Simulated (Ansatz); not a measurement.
# BBrH₂S₂: one species, many methods

An exercise on one series of results from a longer session: the logs are not shown, and one member is left open.

Computed with Ansatz 0.2.0, Gaussian basis. Level: functionals in def2-TZVPP, the program's frozen cores in correlated methods.

Levels to be run: LDA (SPW92), PBE-D4, revPBE-D4, BLYP-D4, r2SCAN-D4, B97M-V, PBE0-D4, B3LYP-D4, r2SCANh-D4, r2SCAN0-D4, HSE06-D4, BHLYP-D4, CAM-B3LYP-D4, LC-ωPBE, ωB97X-V, ωB97M-V, B2PLYP, PBE-QIDH; CCSD(T)/def2-SVP; CCSD(T)/def2-TZVPP; MP2/def2-QZVPP; extrapolation to the limit; RPA on PBE.

### The geometry

An earlier PBE0-D4 in a triple-zeta def2 set relaxation fixed the geometry.

SMILES `SB(S)Br`, 6 atoms, charge 0, spin multiplicity 1.

Atoms are counted from 1 here; the program's logs count them from 0.

Bond lengths: S1–B2 1.792 Å, S1–H5 1.343 Å, B2–S3 1.791 Å, B2–Br4 1.920 Å, S3–H6 1.345 Å. Angles: B2–S1–H5 97.0°, S1–B2–S3 121.6°, S1–B2–Br4 122.1°, S3–B2–Br4 116.3°, B2–S3–H6 97.1°.

The first run:

File in.yaml:

```yaml
crystal:
  periodic: [false, false, false]
  atoms:
    - {symbol: S, position_ang: [-0.202867, 1.384697, -0.465990]}
    - {symbol: B, position_ang: [-0.107810, -0.343739, -0.003851]}
    - {symbol: S, position_ang: [1.234476, -0.975638, 0.999028]}
    - {symbol: Br, position_ang: [-1.432852, -1.619515, -0.552856]}
    - {symbol: H, position_ang: [-1.341151, 1.302338, -1.173100]}
    - {symbol: H, position_ang: [1.892302, 0.187957, 1.150568]}
basis:
  gaussian: {orbitals: def2-TZVPP}
hamiltonian: {xc: lda}
output: {orbitals: {seedname: orbitals}}
```

Among the steps run: LDA; PBE-D4 (GGA); revPBE-D4 (GGA); BLYP-D4 (GGA); r2SCAN-D4 (meta-GGA); B97M-V (meta-GGA); PBE0-D4 (hybrid); B3LYP-D4 (hybrid); r2SCANh-D4 (hybrid); r2SCAN0-D4 (hybrid); HSE06-D4 (hybrid); BHLYP-D4 (hybrid); CAM-B3LYP-D4 (range-separated); LC-ωPBE-D4 (range-separated; the results give it without D4); ωB97X-V (range-separated); ωB97M-V (range-separated); B2PLYP (double hybrid); PBE-QIDH (double hybrid).

One table of the session follows, with a row left open; its other results are not shown here.

It belongs to the step «Orbital energies across the functionals». 

```
  functional  HOMO (eV)  gap (eV)
 LDA (SPW92)      -6.75      4.54
      PBE-D4      -6.61      4.62
   revPBE-D4      -6.57      4.66
     BLYP-D4      -6.43      4.63
   r2SCAN-D4      -6.91      5.14
      B97M-V          ?         ?
     PBE0-D4      -7.80      6.66
    B3LYP-D4      -7.54      6.26
  r2SCANh-D4      -7.34      5.88
  r2SCAN0-D4      -7.99      6.98
    HSE06-D4      -7.40      5.88
    BHLYP-D4      -8.82      8.76
CAM-B3LYP-D4      -9.07      9.08
     LC-ωPBE     -10.48     11.49
     ωB97X-V     -10.11     11.11
     ωB97M-V      -9.92     10.81
```

Estimate the missing values for B97M-V.

The run gave: HOMO (eV): -6.97; gap (eV): 5.35. In the column «HOMO (eV)» it lies between r2SCANh-D4 (-7.34) and r2SCAN-D4 (-6.91).
